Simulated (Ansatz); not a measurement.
# (0001) superlattice of 2 and 6 atomic planes of GaP and InP, in-plane a of GaP, 8 atoms

Wanted: the effect of changed settings on energy, forces, pressure and convergence.

All numbers are computed with Ansatz 0.2.0 (PAW, plane waves).

**1. The system as built**

8 atoms (1 Ga, 3 In, 4 P); a = 3.833 Å, b = 3.833 Å, c = 13.997 Å, α = 90.00°, β = 90.00°, γ = 120.00°. All atoms were shaken off their sites by about 0.10 Å along each axis.

**2. PBEsol on the given atoms**

in.yaml reads:

```yaml
crystal:
  lattice:
    - [3.833461, 0.000000, 0.000000]
    - [-1.916731, 3.319875, 0.000000]
    - [0.000000, 0.000000, 13.996815]
  atoms:
    - { symbol: Ga, position: [0.345745, 0.617007, 0.997790] }
    - { symbol: In, position: [0.286675, 0.688630, 0.482449] }
    - { symbol: In, position: [0.672534, 0.368542, 0.223857] }
    - { symbol: In, position: [0.682792, 0.311394, 0.737498] }
    - { symbol: P, position: [0.345583, 0.732495, 0.171350] }
    - { symbol: P, position: [0.388283, 0.643634, 0.685458] }
    - { symbol: P, position: [0.656639, 0.313203, 0.423717] }
    - { symbol: P, position: [0.682295, 0.306586, 0.922748] }
kpoints:
  mp_grid: { grid: [4, 4, 1] }
hamiltonian:
  xc: pbesol
scf:
  occupations: { method: fermi_dirac, width: 0.01 }
output:
  forces: true
  eigenvalues: true
  stress: true
  populations: true
```

On the command line:

```bash
ansatz run in.yaml --threads 8 --pin off --max-ram 13300MiB --runs-dir r --events-out ev --progress --plain
```

**3. Changed settings: charge changed by -1, k points 2×2×2, accuracy low**

Changes to in.yaml since step 2:

```diff
@@ -1 +1,2 @@
+accuracy: low
 crystal:
@@ -15,7 +16,9 @@
 kpoints:
-  mp_grid: { grid: [4, 4, 1] }
+  mp_grid: { grid: [2, 2, 2] }
 hamiltonian:
   xc: pbesol
+total_charge: -1
 scf:
   occupations: { method: fermi_dirac, width: 0.01 }
+  max_iter: 90
 output:
@@ -24,2 +27,5 @@
   stress: true
-  populations: true
+  write_density: true
+  write_potential: true
+  elf: true
+  volumetric_format: npy
```

**4. Run again with cutoff 400 eV, at most 2 cycles**

Changes to in.yaml since step 3:

```diff
@@ -1,2 +1 @@
-accuracy: low
 crystal:
@@ -16,9 +15,9 @@
 kpoints:
-  mp_grid: { grid: [2, 2, 2] }
+  mp_grid: { grid: [4, 4, 1] }
+basis: { ecutwfc: 400 }
 hamiltonian:
   xc: pbesol
-total_charge: -1
 scf:
   occupations: { method: fermi_dirac, width: 0.01 }
-  max_iter: 90
+  max_iter: 2
 output:
@@ -27,5 +26 @@
   stress: true
-  write_density: true
-  write_potential: true
-  elf: true
-  volumetric_format: npy
```

**5. Run again with 1 extra band, k points Γ alone**

Changes to in.yaml since step 4:

```diff
@@ -15,4 +15,3 @@
 kpoints:
-  mp_grid: { grid: [4, 4, 1] }
-basis: { ecutwfc: 400 }
+  mp_grid: { grid: [1, 1, 1] }
 hamiltonian:
@@ -21,3 +20,4 @@
   occupations: { method: fermi_dirac, width: 0.01 }
-  max_iter: 2
+  max_iter: 70
+  n_extra_bands: 1
 output:
@@ -26 +26,5 @@
   stress: true
+  write_density: true
+  write_potential: true
+  elf: true
+  volumetric_format: npy
```

**6. Changed settings: charge changed by 6, smearing width 0.5 eV, density threshold 0.0001 eV**

Changes to in.yaml since step 5:

```diff
@@ -15,9 +15,10 @@
 kpoints:
-  mp_grid: { grid: [1, 1, 1] }
+  mp_grid: { grid: [4, 4, 1] }
 hamiltonian:
   xc: pbesol
+total_charge: 6
 scf:
-  occupations: { method: fermi_dirac, width: 0.01 }
+  occupations: { method: fermi_dirac, width: 0.5 }
   max_iter: 70
-  n_extra_bands: 1
+  convergence: { dr2_threshold: 1e-04 }
 output:
@@ -26,5 +27 @@
   stress: true
-  write_density: true
-  write_potential: true
-  elf: true
-  volumetric_format: npy
```

**7. Variant: 1 extra band, density threshold 0.0001 eV**

Changes to in.yaml since step 6:

```diff
@@ -18,6 +18,6 @@
   xc: pbesol
-total_charge: 6
 scf:
-  occupations: { method: fermi_dirac, width: 0.5 }
-  max_iter: 70
+  occupations: { method: fermi_dirac, width: 0.01 }
+  max_iter: 100
+  n_extra_bands: 1
   convergence: { dr2_threshold: 1e-04 }
```

What does the calculation give? Wanted: for each run, settings; status; energy from base; forces from base.

The runs gave:

| settings | status | cycles | time | energy from base (meV/atom) | forces from base (eV/Å rms) | filled to empty level on the mesh (eV) |
| --- | --- | --- | --- | --- | --- | --- |
| base | converged | 8 | 2.3 s (8 CPU threads) | 0 | 0 | 0.29 |
| charge changed by -1, k points 2×2×2, accuracy low | converged, settings too loose | 13 | 1.3 s (8 CPU threads) | - | 0.301 | - |
| cutoff 400 eV, at most 2 cycles | not converged | - | 0.8 s (8 CPU threads) | - | - | - |
| 1 extra band, k points Γ alone | converged | 29 | 0.8 s (8 CPU threads) | +4210.2 | 0.818 | - |
| charge changed by 6, smearing width 0.5 eV, density threshold 0.0001 eV | converged, settings too loose | 8 | 1.9 s (8 CPU threads) | - | 0.548 | - |
| 1 extra band, density threshold 0.0001 eV | converged, settings too loose | 6 | 1 s (8 CPU threads) | 0.0 | 0.000 | 0.29 |

**What this shows.** Among these variants the forces move most with 1 extra band, k points Γ alone (0.818 eV/Å rms) and least with 1 extra band, density threshold 0.0001 eV (0.000). 1 of 5 variants gave no result: cutoff 400 eV, at most 2 cycles (not converged).
